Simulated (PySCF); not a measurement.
# Changing the system itself: GaH

Aim: change spin, charge, geometry, field or solvent of GaH, one at a time, and compare with the base run.

Program: PySCF 2.14.0. Level of theory: each script names its method and basis. These are calculated values, not measurements.

## Step 1: The system as given

GaH: 2 atoms, charge 0, spin multiplicity 1.

Bond lengths: Ga1–H2 1.525 Å.

## Step 2: The run that the others are compared with

Contents of input.py:

```python
from pyscf import gto, dft

mol = gto.M(
    atom='Ga 0 0 0; H 0 0 1.525',
    basis='cc-pvtz',
    charge=0,
    spin=0,
    verbose=3,
)
mf = dft.UKS(mol, xc='hcth407')
mf.kernel()
mf.analyze()
print('orbital energies (hartree):', [e[max(0, n-3):n+3].round(4) for e, n in zip(mf.mo_energy, mol.nelec)])
```

The run is started by

```bash
OMP_NUM_THREADS=1 python input.py
```

Its log is not repeated here.

It gives: E(SCF) = -1926.481779 Eh, μ = 0.29 D.

The bond length is a typed value, not an optimised one.

## Step 3: Charge +2

Edit 1 changes charge: 0 → 2.

Contents of input.py:

```python
from pyscf import gto, dft

mol = gto.M(
    atom='Ga 0 0 0; H 0 0 1.525',
    basis='cc-pvtz',
    charge=2,
    spin=0,
    verbose=3,
)
mf = dft.UKS(mol, xc='hcth407')
mf.kernel()
mf.analyze()
print('orbital energies (hartree):', [e[max(0, n-3):n+3].round(4) for e, n in zip(mf.mo_energy, mol.nelec)])
```

The run is started by

```bash
OMP_NUM_THREADS=1 python input.py
```

## Step 4: Charge +1 (doublet)

Edit 2 changes charge: 0 → 1; spin (2S): 0 → 1.

input.py: that of step 2 with these lines changed.

```diff
@@ -5,4 +5,4 @@
     basis='cc-pvtz',
-    charge=0,
-    spin=0,
+    charge=1,
+    spin=1,
     verbose=3,
```

## Step 5: Charge -1 (doublet)

Edit 3 changes charge: 0 → -1; spin (2S): 0 → 1.

input.py: that of step 2 with these lines changed.

```diff
@@ -5,4 +5,4 @@
     basis='cc-pvtz',
-    charge=0,
-    spin=0,
+    charge=-1,
+    spin=1,
     verbose=3,
```

## Step 6: Bond 3.05 Å

Edit 4 changes bond length: 1.525 Å → 3.05 Å.

input.py: that of step 2 with these lines changed.

```diff
@@ -3,3 +3,3 @@
 mol = gto.M(
-    atom='Ga 0 0 0; H 0 0 1.525',
+    atom='Ga 0 0 0; H 0 0 3.05',
     basis='cc-pvtz',
```

Before running it: what results should come out? Wanted: for each run, E(SCF); from base; gap, α spin; SCF dipole.

**Answer**, as computed:

| run | E(SCF) (hartree) | from base (eV) | gap, α spin (eV) | SCF dipole (D) |
| --- | --- | --- | --- | --- |
| base | -1926.481779 | 0 | 2.48 | 0.29 |
| charge +2 | -1925.527491 | +25.9675 | 5.30 | n/a |
| charge +1 (doublet) | -1926.172657 | +8.4116 | 4.05 | n/a |
| charge -1 (doublet) | -1926.477604 | +0.1136 | 0.24 | n/a |
| bond 3.05 Å | -1926.416266 | +1.7827 | 0.98 | 5.05 |

At the SCF level, going to the doublet with one electron fewer costs 8.41 eV at fixed geometry, against 5.01 eV for the negative of the highest filled level. At the SCF level, adding an electron (to the doublet) costs 0.11 eV at fixed geometry; correlation, diffuse functions and relaxation can still bind it. With bond 3.05 Å the frontier gap moves by over 1.5 eV, which can mean another electronic state rather than the bond length alone.
